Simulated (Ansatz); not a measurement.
# GaH− (quartet): from Hartree-Fock to the top rungs, aug-cc-pVDZ

How much of the correlation energy of GaH− (quartet) does each wave-function method recover here?

The runs use Ansatz 0.2.0, Gaussian basis; aug-cc-pVDZ, core rule «outside noble gas», up to 14 orbitals frozen.

The runs, in order: UHF; CCSD(T) on ROHF; CCSD(T) on UHF; BCCD(T) on ROHF; CISD as a restricted active space (open shells left free, so some higher excitations enter); CCSDT(Q) on ROHF; CCSDT(Q) on UHF; CISDTQ; CASSCF and MRCISD+Q, 5 electrons in 5 orbitals; CASSCF and NEVPT2, 5 electrons in 5 orbitals; Full CI; Full CI, several states.

14 further runs of the same task are left out: 5 that didn't finish, 9 set aside as unsound or not needed. Runs told in other sessions of the task aren't counted.

### Step 1. The system

The geometry is a PBE0/def2-TZVPD stationary point (not a proven minimum). No spin-orbit coupling is included. The filled d shell of Ga may be among the frozen orbitals whatever the setting's name suggests.

2 atoms, charge -1, spin multiplicity 4.

Atoms are counted from 1 here; the program's logs count them from 0.

Bond lengths: Ga1–H2 1.603 Å.

Coordinates:

```xyz
2

Ga    0.0000    0.0000    0.0000
H     0.0000    0.0000    1.6026
```

### Step 2. UHF

The input, in.yaml:

```yaml
crystal:
  periodic: [false, false, false]
  atoms:
    - {symbol: Ga, position_ang: [0.000000, 0.000000, 0.000000]}
    - {symbol: H, position_ang: [0.000000, 0.000000, 1.602600]}
basis:
  gaussian: {orbitals: aug-cc-pVDZ}
total_charge: -1
magnetization: {spin_polarized: true, initial_magnetization: 3}
hamiltonian: {xc: hf}
output: {orbitals: {seedname: orbitals}}
```

On the command line:

```console
> ansatz run in.yaml --threads 1 --pin off --events-out ev --progress --plain --max-ram 2393MiB
```

After this run come: CCSD(T) on ROHF; CCSD(T) on UHF; BCCD(T) on ROHF; CISD as a restricted active space (open shells left free, so some higher excitations enter); CCSDT(Q) on ROHF; CCSDT(Q) on UHF; CISDTQ; CASSCF and MRCISD+Q, 5 electrons in 5 orbitals; CASSCF and NEVPT2, 5 electrons in 5 orbitals; Full CI; Full CI, several states.

Q: Predict the results of all the runs planned. Wanted: FCI from the RHF energy; RMP2 from FCI; UMP2 from FCI; RCCSD from FCI; RCCSD(T) from FCI; UCCSD(T) from FCI; RCCSDT(Q) from FCI; UCCSDT(Q) from FCI; NEVPT2 valence from FCI.

**Answer**, as computed:

```
                         quantity                                                                                        value
          FCI from the ROHF energy                                                                                   -1.7822 eV
                    RMP2 from FCI                                                                                 +49.3 kJ/mol
                    UMP2 from FCI                                                                                 +47.1 kJ/mol
                   RCCSD from FCI                                                                                  +6.8 kJ/mol
                RCCSD(T) from FCI                                                                                  +1.9 kJ/mol
                UCCSD(T) from FCI                                                                                  +0.3 kJ/mol
               RCCSDT(Q) from FCI                                                                                  -0.1 kJ/mol
               UCCSDT(Q) from FCI                                                                                  -1.7 kJ/mol
          NEVPT2 valence from FCI                                                                                 +46.1 kJ/mol
        MRCISD+Q valence from FCI                                                                                  +0.9 kJ/mol
levels within 1 kcal/mol (43 meV)  RCCSD(T), UCCSD(T), BCCD(T), RCCSDT, UCCSDT, CISDTQ, RCCSDT(Q), UCCSDT(Q), MRCISD+Q valence
                    T1 diagnostic                                                                                        0.032
   effectively unpaired electrons                                                                                         3.02
```

RCCSD(T) misses by +1.9 kJ/mol, 1.1 % of the correlation energy. UCCSDT, UCCSDT(Q) fall below full CI: unrestricted runs freeze a spin-polarised core, another one than full CI's, and coupled cluster isn't variational. One determinant dominates. Of the multireference levels listed MRCISD+Q valence comes nearest in total energy (+0.9 kJ/mol), which doesn't show that its space is the better one. The next state among those solved, a quartet, lies 1.48 eV up. These misses are within one basis, not against nature; the frozen cores of restricted and unrestricted runs differ, which can shift their rows.

Levels on UHF freeze UHF's core orbitals, full CI those of ROHF, so the U rows can settle a little off it for that reason alone.

With open shells the CI space here admits some higher excitations, so it is larger than plain CISD.
